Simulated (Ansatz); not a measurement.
A nudged elastic band was laid between two geometries of a periodic cell of 13 atoms, Zr$_{12}$H (host Zr, host structure hcp, interstitial H).

Level of theory: Ansatz, DFT PBE, scalar-relativistic, plane waves, PAW. Settings: cutoff 420 eV, k mesh 3x2x3, gaussian smearing 0.05 eV, no spin polarisation.

```json
{
 "movable images": "5",
 "climbing image": "yes",
 "spring": "2.0 to 10.0 eV/Å², energy-weighted",
 "optimiser": "quadratic models (default)",
 "start path": "straight line",
 "force threshold": "0.05 eV/Å",
 "iteration limit": "80",
 "end points": "relaxed"
}
```

Initial state:

```xyz
13
Lattice="6.4600 0.0000 0.0000 -4.8450 8.3918 0.0000 0.0000 0.0000 5.1454" Properties=species:S:1:pos:R:3
Zr 0.010 0.032 0.014
Zr 0.020 1.892 2.472
Zr -1.618 2.783 -0.056
Zr -1.624 4.635 2.594
Zr -3.234 5.591 0.018
Zr -3.243 7.471 2.566
Zr 3.191 0.030 0.051
Zr 3.232 1.863 2.529
Zr 1.627 2.810 -0.078
Zr 1.632 4.655 2.595
Zr -0.003 5.540 0.097
Zr -0.009 7.457 2.555
H -0.017 7.441 4.561
```

Final state:

```xyz
13
Lattice="6.4600 0.0000 0.0000 -4.8450 8.3918 0.0000 0.0000 0.0000 5.1454" Properties=species:S:1:pos:R:3
Zr 0.026 0.028 -0.010
Zr 0.030 1.888 2.681
Zr -1.609 2.778 0.059
Zr -1.627 4.634 2.543
Zr -3.230 5.581 -0.019
Zr -3.234 7.456 2.581
Zr 3.204 0.024 -0.060
Zr 3.232 1.857 2.615
Zr 1.633 2.806 0.078
Zr 1.632 4.650 2.543
Zr 0.001 5.535 -0.113
Zr 0.005 7.460 2.581
H -0.005 7.436 5.720
```

**Question.** What changes between the two ends?

**Answer.** The atom that moves furthest is H13, by 1.16 Å.

**Question.** Give the energies along the band, and the barrier.

**Answer.** The run converged. The highest image is number 3 of 0 to 6, 0.188 eV above the ends, which have the same energy within 2 meV. By the program's own check the climbing image is of a kind that is not told: the force calls were inconclusive, a negative curvature could not be distinguished from the path's own, the only one lies far off the path, or fixed occupations may fill a level only in part (lowest curvatures found: -2.41 and -0.10 eV/Å²). Limits of this set-up: coarse k mesh, odd electron count without spin.

```json
{"image": "0", "path coordinate (Å)": "0.00", "energy (eV)": "0.000"}
{"image": "1", "path coordinate (Å)": "0.34", "energy (eV)": "0.071"}
{"image": "2", "path coordinate (Å)": "0.53", "energy (eV)": "0.157"}
{"image": "3", "path coordinate (Å)": "0.70", "energy (eV)": "0.188"}
{"image": "4", "path coordinate (Å)": "0.86", "energy (eV)": "0.157"}
{"image": "5", "path coordinate (Å)": "1.05", "energy (eV)": "0.071"}
{"image": "6", "path coordinate (Å)": "1.38", "energy (eV)": "-0.001"}
```

**Question.** What is the geometry of the highest image?

**Answer.** 
```xyz
13
Lattice="6.4600 0.0000 0.0000 -4.8450 8.3918 0.0000 0.0000 0.0000 5.1454" Properties=species:S:1:pos:R:3
Zr -0.002 0.069 0.034
Zr 0.086 1.901 2.598
Zr -1.567 2.761 0.006
Zr -1.663 4.629 2.577
Zr -3.272 5.622 -0.001
Zr -3.263 7.491 2.575
Zr 3.122 0.028 -0.025
Zr 3.331 1.836 2.553
Zr 1.729 2.830 -0.006
Zr 1.613 4.666 2.561
Zr -0.018 5.472 -0.017
Zr -0.041 7.438 2.568
H -0.044 7.424 5.135
```

Time of the run: 5.2 min on 4 threads of Intel(R) Xeon(R) Platinum 8488C (Sapphire Rapids) (shared host), peak memory 2.2 GiB.
